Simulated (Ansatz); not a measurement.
Predict the output of the script below (the Python package of Ansatz (0.2.0)).

Script `li3al2_drho.py`:
```python
'''Density of Li3Al2 less that of its sublattices.'''

import ansatz
import numpy as np

vectors0 = np.array([
    [2.21694706, 1.27995498, 4.70636498],
    [-2.21694706, 1.27995498, 4.70636498],
    [0.0, -2.55990997, 4.70636498],
])
sites = [
    ('Li', (0.59778975, 0.59778975, 0.59778975)),
    ('Li', (0.40221025, 0.40221025, 0.40221025)),
    ('Li', (0.0, 0.0, 0.0)),
    ('Al', (0.19635183, 0.19635183, 0.19635183)),
    ('Al', (0.80364817, 0.80364817, 0.80364817)),
]


def crystal_on(cell):
    crystal = ansatz.Crystal(lattice=ansatz.Lattice.of(cell))
    for symbol, position in sites:
        crystal = crystal.atom(symbol, position)
    return crystal

# same cell, cutoff and mesh for the crystal and its parts
def solve(crystal):
    return (
        crystal.calculation()
        .functional(ansatz.Functional.PBESOL, dispersion='d3bj')
        .occupations('methfessel_paxton', width=0.01)
        .mixing('anderson', preconditioner='none')
        .basis(460, grid_basis='typed')
        .kpoints(6, 6, 6)
        .density()
        .run(threads=1)
    )


whole = solve(crystal_on(vectors0))
difference = whole.density().channels[0].density_e_per_ang3.copy()
binding = whole.report['free_energy_ev']
for element in ['Li', 'Al']:
    part = ansatz.Crystal(lattice=ansatz.Lattice.of(vectors0))
    for symbol, position in sites:
        if symbol == element:
            part = part.atom(symbol, position)
    alone = solve(part)
    difference -= alone.density().channels[0].density_e_per_ang3
    binding -= alone.report['free_energy_ev']
    print(f'{element} sublattice: {alone.report["n_electrons"]:g} electrons, {alone.report["n_iterations"]} iterations')

voxel = abs(np.linalg.det(vectors0)) / difference.size
print(f'energy of the crystal less its unpolarised sublattices: {binding / len(sites):.4f} eV/atom')
print(f'net charge of the difference {difference.sum() * voxel:.5f} e, charge moved {0.5 * np.abs(difference).sum() * voxel:.3f} e')
print(f'extremes {difference.min():.4f} and {difference.max():.4f} e/A^3')
for (symbol, position) in sites:
    index = tuple(int(round(p * n)) % n for p, n in zip(position, difference.shape))
    print(f'  change of the pseudo-density at the grid point nearest {symbol}: {difference[index]:+.4f} e/A^3')
```

```console
$ python li3al2_drho.py
Li sublattice: 9 electrons, 5 iterations
Al sublattice: 6 electrons, 6 iterations
energy of the crystal less its unpolarised sublattices: -1.0489 eV/atom
net charge of the difference 0.00000 e, charge moved 0.391 e
extremes -0.0374 and 0.0281 e/A^3
  change of the pseudo-density at the grid point nearest Li: -0.0195 e/A^3
  change of the pseudo-density at the grid point nearest Li: -0.0195 e/A^3
  change of the pseudo-density at the grid point nearest Li: -0.0278 e/A^3
  change of the pseudo-density at the grid point nearest Al: -0.0299 e/A^3
  change of the pseudo-density at the grid point nearest Al: -0.0299 e/A^3
```

Reading the output:
- The settings weren't tested for convergence.
- Dispersion corrections can be off by several per cent in the lattices of metals, and by several GPa in the pressure at a fixed cell.
- The mesh is modest for a metal, so energies can be off by several to tens of meV an atom and pressures by half a GPa or more; differences at equal mesh fare better.
- The fields are valence quantities on the plane-wave grid; their values near the nuclei depend on the potentials.
- The structure comes from a database of computed cells and needn't be a stable or known phase.
- Charge moved counts every rearrangement, bonding and polarisation too, and is no transfer between atoms; the bare sublattices are artificial references. Values near the nuclei depend on the potentials.
- Finished in 2.9 s on 1 thread of Intel(R) Xeon(R) 6975P-C (Granite Rapids), with other jobs on the host, peak memory 0.42 GiB.

(Lines on the test bed's own set-up are left out of the output.)
